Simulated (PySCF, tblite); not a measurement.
# C2H5FO3Si2: geometry, infrared bands and NMR shifts

Wanted: the infrared bands and NMR shifts of C2H5FO3Si2 (`O=C[C@@H]1O[Si@@H](F)O[SiH2]1`), by calculation.

The runs use tblite 0.8.0 and PySCF 2.14.0, with density-fitted response routines of our own; the level of theory stands in each step. All values are computed, except where a source is named. Atoms count from 0, in the outputs and in this text.

## (1) The molecule as given

13 atoms, charge 0, multiplicity 1; geometry from: force field or distance geometry start.

Bonds of the start (Å): O0–C1 1.22, C1–C2 1.48, C2–O3 1.41, O3–Si4 1.73, Si4–F5 1.69, Si4–O6 1.72, O6–Si7 1.72, Si7–C2 1.87, C1–H8 1.10, C2–H9 1.09, Si4–H10 1.45, Si7–H11 1.45, Si7–H12 1.49.

## (2) Geometry optimisation with GFN2-xTB

What the job is given:

```
{"job": {"kind": "relax", "xc": "GFN2-xTB", "basis": "xTB"}, "charge": 0, "multiplicity": 1}
O     -2.557600     0.985200    -0.774600
C     -1.851500     0.834100     0.205900
C     -0.411200     0.500300     0.073100
O      0.007800     0.406400    -1.272200
Si     1.664100     0.029000    -0.940400
F      2.177800     1.178700     0.186100
O      1.480400    -1.495400    -0.163300
Si     0.000800    -1.218700     0.674000
H     -2.285100     0.932800     1.216700
H      0.194900     1.278800     0.534700
H      2.491800    -0.029500    -2.132000
H      0.133600    -1.217800     2.120400
H     -1.050200    -2.183300     0.254000
```

Run with:

```
$ OMP_NUM_THREADS=1 python probes_run.py task.json out
```

The driver reads the jobs from task.json and runs them one after another.

**Question.** This job is followed by: GFN2-xTB harmonic vibrations, gas phase; GIAO PBE0/pcSseg-1 NMR shielding, non-relativistic, gas phase. Predict these results of the whole session: strongest single infrared mode (GFN2-xTB); zero-point energy (GFN2-xTB); 13C shifts against TMS (PBE0/pcSseg-1); 1H shifts against TMS (PBE0/pcSseg-1); 17O shifts against H2O (PBE0/pcSseg-1); 29Si shifts against TMS (PBE0/pcSseg-1); 19F shifts against CFCl3 (PBE0/pcSseg-1).

As calculated:

```
                                 quantity                             value
strongest single infrared mode (GFN2-xTB)             1733 cm⁻¹, 361 km/mol
             zero-point energy (GFN2-xTB)                     46.0 kcal/mol
   13C shifts against TMS (PBE0/pcSseg-1)                   203.2, 84.4 ppm
    1H shifts against TMS (PBE0/pcSseg-1)  9.83, 5.11, 5.10, 5.05, 4.71 ppm
   17O shifts against H2O (PBE0/pcSseg-1)             615.7, 64.0, 49.2 ppm
  29Si shifts against TMS (PBE0/pcSseg-1)                  -32.3, -46.1 ppm
 19F shifts against CFCl3 (PBE0/pcSseg-1)                        -139.4 ppm
```

The optimisation took 88 steps and gained 1.730 eV; among the close pairs (by a distance rule), O3–Si4 changed most, from 1.731 to 1.617 Å. All 33 modes are real, so the xTB geometry is a minimum. The strongest single mode, at 1733 cm⁻¹, moves mainly C1 and O0. GFN2-xTB is a fitted tight-binding method: band positions and strengths are rough. Its intensities can rank the bands wrongly. C1 (aldehyde carbonyl carbon) lies farthest downfield among carbon, at 203.2 ppm; low-lying n→π* states of the double bond to the heteroatom give a large paramagnetic term (-266 ppm). H8 (hydrogen on an aldehyde carbonyl carbon) lies farthest downfield among hydrogen, at 9.83 ppm; the formyl region, downfield of aromatic protons. At PBE0/pcSseg-1: The widest tensor belongs to O0: span 1223 ppm, with a paramagnetic part of -681 ppm.
